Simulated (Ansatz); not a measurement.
# Ba2PdO3 (Immm): one cell, many starting occupations (series 2)

Task: map the metastable states of Ba2PdO3 (Immm) by varying the start. Cell and atoms stay fixed.

Method: DFT PBEsol+U (U_eff = 2 eV on Pd d), plane waves, PAW, in Ansatz 0.2.0.

### 1 The system as given

The structure is orthorhombic, space group Immm (No. 71). The conventional cell has a = 3.836 Å, b = 4.080 Å, c = 13.335 Å, α = 90.00°, β = 90.00°, γ = 90.00°. Ba (site symmetry mm2) has 7 O at 2.69 to 2.80 Å as nearest neighbours. Pd (site symmetry mmm) has 4 O at 2.03 to 2.04 Å as nearest neighbours. O (site symmetry mmm) has 2 Pd at 2.04 Å and 4 Ba at 2.73 Å as nearest neighbours. O (site symmetry mm2) is surrounded by 1 Pd at 2.03 Å and 5 Ba at 2.69 to 2.80 Å.

As a file:

```cif
data_structure
_symmetry_space_group_name_H-M 'Immm'
_symmetry_Int_Tables_number 71
_cell_length_a 3.8362
_cell_length_b 4.0800
_cell_length_c 13.3350
_cell_angle_alpha 90.000
_cell_angle_beta 90.000
_cell_angle_gamma 90.000
_cell_volume 208.72
loop_
_atom_site_label
_atom_site_type_symbol
_atom_site_symmetry_multiplicity
_atom_site_Wyckoff_symbol
_atom_site_fract_x
_atom_site_fract_y
_atom_site_fract_z
_atom_site_occupancy
Ba1 Ba 4 i 0.00000 0.00000 0.64610 1
Pd1 Pd 2 a 0.00000 0.00000 0.00000 1
O1 O 2 d 0.00000 0.50000 0.00000 1
O2 O 4 i 0.00000 0.00000 0.84810 1
```

Magnetic order typed: ferromagnetic.

The runs: random orbitals: single harmonics, second filling; random orbitals: fully mixed, first filling; random orbitals: single harmonics, first filling; random orbitals: fully mixed, one electron more; random orbitals: drawn by pairs, first filling.

An earlier series on this cell reached its lowest free state from «from atoms, symmetry kept, no search», perhaps among other starts (it ended without moments).

### 2 Random orbitals: single harmonics, second filling

input.yaml

```yaml
crystal:
  lattice:
    - [-1.9181001, 2.04000011, 6.66750036]
    - [1.9181001, -2.04000011, 6.66750036]
    - [1.9181001, 2.04000011, -6.66750036]
  atoms:
    - { symbol: Ba, position: [0.6461, 0.6461, 0.0] }
    - { symbol: Ba, position: [0.3539, 0.3539, 0.0] }
    - { symbol: Pd, position: [0.0, 0.0, 0.0], spin: 0.3 }
    - { symbol: O, position: [0.5, 0.0, 0.5] }
    - { symbol: O, position: [0.8481, 0.8481, 0.0] }
    - { symbol: O, position: [0.1519, 0.1519, 0.0] }
basis:
  ecutwfc: 420
  ecutrho_ratio: 4
kpoints:
  mp_grid: { grid: [7, 7, 7] }
hamiltonian:
  xc: pbesol
  hubbard:
    sites:
      - { site: 2, l: d, u_eff: 2.0, starting_ns: [{ spin: up, occupation_matrix: s2up }, { spin: down, occupation_matrix: s2down }] }
    occupation_matrices:
      s2up:
        matrix:
          - [0.02, 0.0, 0.0, 0.0, 0.0]
          - [0.0, 0.97, 0.0, 0.0, 0.0]
          - [0.0, 0.0, 0.97, 0.0, 0.0]
          - [0.0, 0.0, 0.0, 0.97, 0.0]
          - [0.0, 0.0, 0.0, 0.0, 0.97]
      s2down:
        matrix:
          - [0.97, 0.0, 0.0, 0.0, 0.0]
          - [0.0, 0.97, 0.0, 0.0, 0.0]
          - [0.0, 0.0, 0.97, 0.0, 0.0]
          - [0.0, 0.0, 0.0, 0.97, 0.0]
          - [0.0, 0.0, 0.0, 0.0, 0.02]
    ns_hold: until_converged
scf:
  occupations: { method: gaussian, width: 0.05 }
  lower_state_search: "off"
  max_iter: 150
output:
  forces: true
  stress: true
  eigenvalues: true
  populations: true
  hubbard: { sites: [{ site: 2, l: d }] }
magnetization:
  spin_polarized: true
```

The typed matrices put 0.97 on the chosen orbitals and 0.02 on the others, and are held until the SCF converges, then released.

On the command line:

```bash
> ansatz run input.yaml --threads 4 --pin off --max-ram 6144MiB --backend cpu --events-out ev --progress --plain --runs-dir out
```

The log of the run, shortened:

```text
Warning: RAYON_NUM_THREADS=4 ignored (pool sized by the plan → 4); use --threads N
[...]
Ba: projections on atomic orbitals take those of the free atom [Kr 4d10] 5s2 5p6 6s2, of charge +0.00 (hamiltonian.pseudopotentials.projection_atoms); the dataset's partial waves leave at most 9.7e-6 of an orbital's norm unspanned inside its sphere
Pd: projections on atomic orbitals take those of the free atom [Ar 3d10] 4s2 4p6 4d10, of charge +0.00 (hamiltonian.pseudopotentials.projection_atoms); the dataset's partial waves leave at most 1.0e-5 of an orbital's norm unspanned inside its sphere
O: projections on atomic orbitals take those of the free atom [He] 2s2 2p4, of charge +0.00 (hamiltonian.pseudopotentials.projection_atoms); the dataset's partial waves leave at most 1.9e-8 of an orbital's norm unspanned inside its sphere
[...]
Pseudopotentials: kind: paw
Pseudopotential: Ba, paw, valence charge 10, recommended cutoff 420 eV (normal), Ba.paw.azcp
Pseudopotential: Pd, paw, valence charge 18, recommended cutoff 420 eV (normal), Pd.paw.azcp
Pseudopotential: O, paw, valence charge 6, recommended cutoff 420 eV (normal), O.paw.azcp
Functional definition: PBEsol
[...]
Crystal: 6 atoms, lattice volume = 104.358 Å³
Basis set: ecut = 420 eV, 2043 PW (Γ), FFT grids on a1+a3, a2+a3, a3, exchange–correlation on 60×54×100 points (8 copies of the dense FFT grid, shifted against one another)
Bands: 35, of which v1, the nominal top of the filled ones, is band 28 counted from 1 (27 counted from 0)
Symmetry: 8 space group operations
Space group: Immm (ITA 71), of the structure as read, at distance tolerance 4.7e-5 Å
Magnetic group: BNS 71.533 (UNI 631), of the structure as read, at distance tolerance 4.7e-5 Å
k-points: 64 of 343
[...]
WARN: the starting moments were not kept: the SCF closed with an absolute magnetisation of 4.6e-6 μB, where they sum to 0.3 μB in size (1 site). That is at most 0.1 of that sum. Measured as dr2_m measures the in/out step, that magnetisation stands 4.6e-12 eV from none, at or under the [...]
WARN: hamiltonian.hubbard: on 2 of 2 specified blocks the occupation matrix of this SCF's result fails the test of the specified filling. At site 2 ↑ (sites count from 0 in the list of atoms of the cell that this SCF solves) the least filled combination of the orbitals specified full has [...]
  site 2 (l=d) ↑: largest change of an orbital's occupation 0.6255; electrons 3.9000 specified, 4.4231 found; spectral distance 0.4890
--- Forces (eV/Å), atoms counted from 1 ---
  atom   1  Ba    -0.00000000     0.00000000    -0.16861141
  atom   2  Ba     0.00000000     0.00000000     0.16861141
  atom   3  Pd     0.00000000     0.00000000     0.00000000
  atom   4  O      0.00000000     0.00000000    -0.00000000
  atom   5  O      0.00000000     0.00000000    -0.49916790
  atom   6  O     -0.00000000     0.00000000     0.49916790
[...]
--- Stress (GPa, compression-positive) ---
       -2.345524      -0.000000       0.000000
       -0.000000      -1.436663      -0.000000
        0.000000      -0.000000      -1.179766
  P = ⅓ Tr σ = -1.6540 GPa (-16.540 kbar)
--- Band table (eV; the first three rows and the last of 128) ---
[...]
Occupation matrices written to <dir>
--- Löwdin populations: 6 sites ---
  site symbol       q [e]    m [muB]
     0     Ba      8.3394    -0.0000
     1     Ba      8.3394    -0.0000
     2     Pd     16.8325    -0.0000
     3      O      7.1471     0.0000
     4      O      7.1855     0.0000
     5      O      7.1855     0.0000
  spilling = 0.017332 (of n_electrons = 56.000000)
--- Occupation matrices: 1 shell (run DFT+U table (all-electron-ortho-atomic); ε = 1.39e-4) ---
  Pd2 d_4D: site group D2h (mmm)
  Pd2 d_4D up     Tr n = 4.4231  λ = 0.507 0.941 0.991 0.992 0.993  [z2 0.78 Ag(1.00) | x2-y2 0.78 Ag(1.00) | yz 1.00 B3g(1.00) | xz 1.00 B2g(1.00) | xy 1.00 B1g(1.00)]
  Pd2 d_4D dn     Tr n = 4.4231  λ = 0.507 0.941 0.991 0.992 0.993  [z2 0.78 Ag(1.00) | x2-y2 0.78 Ag(1.00) | yz 1.00 B3g(1.00) | xz 1.00 B2g(1.00) | xy 1.00 B1g(1.00)]
  specified occupation → Pd2 d_4D up: matrix, ‖Δ‖_F = 0.6486, Tr Δ = -0.5231, displaced = 0.4292, d_λ = 0.4890; orbital distance = 0.6633
  specified occupation → Pd2 d_4D dn: matrix, ‖Δ‖_F = 1.0783, Tr Δ = -0.5231, displaced = 0.7537, d_λ = 0.4890; orbital distance = 1.4142
  Tr n, λ and their labels are of the run-group-symmetrised matrices; stabiliser: 16 of 16 elements of G0×{1,Θ} (closed), max defect 1.0e-6 at τ = 2.9e-5
```

Wall time 38 s (4 threads of Arm Neoverse V1, shared host); peak memory 0.79 GiB.

End state: a gap on the mesh of 0.32 eV, pressure -1.7 GPa, no moment over 0.05 μB in any sphere, largest force component 0.50 eV/Å, 8 symmetry operations imposed. The program reports that the typed filling wasn't kept.

How the shells are filled (orbitals counted by the eigenvalues of the occupation matrices):

```csv
shell,channel,electrons,over 0.8,0.2 to 0.8,under 0.2
Pd 4d (atom 3),up,4.42,4,1,0
Pd 4d (atom 3),down,4.42,4,1,0
```

### 3 Random orbitals: fully mixed, first filling

Edit input.yaml of step 2 so:

```diff
@@ -8,3 +8,3 @@
     - { symbol: Ba, position: [0.3539, 0.3539, 0.0] }
-    - { symbol: Pd, position: [0.0, 0.0, 0.0], spin: 0.3 }
+    - { symbol: Pd, position: [0.0, 0.0, 0.0], spin: 2.0 }
     - { symbol: O, position: [0.5, 0.0, 0.5] }
@@ -25,3 +25,3 @@
         matrix:
-          - [0.02, 0.0, 0.0, 0.0, 0.0]
+          - [0.97, 0.0, 0.0, 0.0, 0.0]
           - [0.0, 0.97, 0.0, 0.0, 0.0]
@@ -32,7 +32,7 @@
         matrix:
-          - [0.97, 0.0, 0.0, 0.0, 0.0]
-          - [0.0, 0.97, 0.0, 0.0, 0.0]
-          - [0.0, 0.0, 0.97, 0.0, 0.0]
-          - [0.0, 0.0, 0.0, 0.97, 0.0]
-          - [0.0, 0.0, 0.0, 0.0, 0.02]
+          - [0.37687, -0.31598, -0.14985, -0.26194, -0.14408]
+          - [-0.31598, 0.76852, 0.07072, -0.21258, -0.02788]
+          - [-0.14985, 0.07072, 0.24827, 0.26555, -0.2584]
+          - [-0.26194, -0.21258, 0.26555, 0.69341, 0.04406]
+          - [-0.14408, -0.02788, -0.2584, 0.04406, 0.86293]
     ns_hold: until_converged
```

The typed matrices put 0.97 on the chosen orbitals and 0.02 on the others, and are held until the SCF converges, then released.

On the command line:

```bash
> ansatz run input.yaml --threads 4 --pin off --max-ram 6144MiB --backend cpu --events-out ev --progress --plain --runs-dir out
```

The log of the run, shortened:

```text
Warning: crystal.symmetry: narrowed to the stabiliser of the occupation matrices — unitary ops 8 → 2; lowered by the specified shell (site 2, l: d); largest admitted image defect 4.4e-16, smallest excluded 5.3e-1 — at a splitting's scale: the group the occupation matrices' own texture admits
Warning: RAYON_NUM_THREADS=4 ignored (pool sized by the plan → 4); use --threads N
[...]
Ba: projections on atomic orbitals take those of the free atom [Kr 4d10] 5s2 5p6 6s2, of charge +0.00 (hamiltonian.pseudopotentials.projection_atoms); the dataset's partial waves leave at most 9.7e-6 of an orbital's norm unspanned inside its sphere
Pd: projections on atomic orbitals take those of the free atom [Ar 3d10] 4s2 4p6 4d10, of charge +0.00 (hamiltonian.pseudopotentials.projection_atoms); the dataset's partial waves leave at most 1.0e-5 of an orbital's norm unspanned inside its sphere
O: projections on atomic orbitals take those of the free atom [He] 2s2 2p4, of charge +0.00 (hamiltonian.pseudopotentials.projection_atoms); the dataset's partial waves leave at most 1.9e-8 of an orbital's norm unspanned inside its sphere
[...]
Pseudopotentials: kind: paw
[...]
WARN: the starting moments were not kept: the SCF closed with an absolute magnetisation of 7.9e-6 μB, where they sum to 2 μB in size (1 site). That is at most 0.1 of that sum. Measured as dr2_m measures the in/out step, that magnetisation stands 2.0e-11 eV from none, at or under the [...]
       -0.000002       0.000000      -1.179770
  P = ⅓ Tr σ = -1.6540 GPa (-16.540 kbar)
--- Band table (eV; the first three rows and the last of 344) ---
[...]
Occupation matrices written to <dir>
--- Löwdin populations: 6 sites ---
  site symbol       q [e]    m [muB]
     0     Ba      8.3394     0.0000
     1     Ba      8.3394     0.0000
     2     Pd     16.8325    -0.0000
     3      O      7.1471    -0.0000
     4      O      7.1855    -0.0000
     5      O      7.1855    -0.0000
  spilling = 0.017332 (of n_electrons = 56.000000)
--- Occupation matrices: 1 shell (run DFT+U table (all-electron-ortho-atomic); ε = 5.47e-4) ---
  Pd2 d_4D: site group D2h (mmm)
  Pd2 d_4D up     Tr n = 4.4231  λ = 0.507 0.941 0.991 0.992 0.993  [z2 0.78 Ag(1.00) | x2-y2 0.78 Ag(1.00) | yz 1.00 B3g(1.00) | xz 1.00 B2g(1.00) | xy 1.00 B1g(1.00)]
  Pd2 d_4D dn     Tr n = 4.4231  λ = 0.507 0.941 0.991 0.992 0.993  [z2 0.78 Ag(1.00) | x2-y2 0.78 Ag(1.00) | yz 1.00 B3g(1.00) | xz 1.00 B2g(1.00) | xy 1.00 B1g(1.00)]
  specified occupation → Pd2 d_4D up: matrix, ‖Δ‖_F = 0.4658, Tr Δ = +0.4269, displaced = 0.2787, d_λ = 0.4658; orbital distance = 0.0000
  specified occupation → Pd2 d_4D dn: matrix, ‖Δ‖_F = 1.1712, Tr Δ = -1.4731, displaced = 0.8992, d_λ = 1.0425; orbital distance = 1.4728
  Tr n, λ and their labels are of the run-group-symmetrised matrices; stabiliser: 16 of 16 elements of G0×{1,Θ} (closed), max defect 5.0e-6 at τ = 1.2e-4
```

Wall time 100 s (4 threads of Arm Neoverse V1, shared host); peak memory 1.4 GiB.

End state: a gap on the mesh of 0.32 eV, pressure -1.7 GPa, no moment over 0.05 μB in any sphere, largest force component 0.50 eV/Å, 2 symmetry operations imposed. The program reports that the typed filling wasn't kept.

How the shells are filled (orbitals counted by the eigenvalues of the occupation matrices):

```csv
shell,channel,electrons,over 0.8,0.2 to 0.8,under 0.2
Pd 4d (atom 3),up,4.42,4,1,0
Pd 4d (atom 3),down,4.42,4,1,0
```

(Part 1 of 2 ends here.)
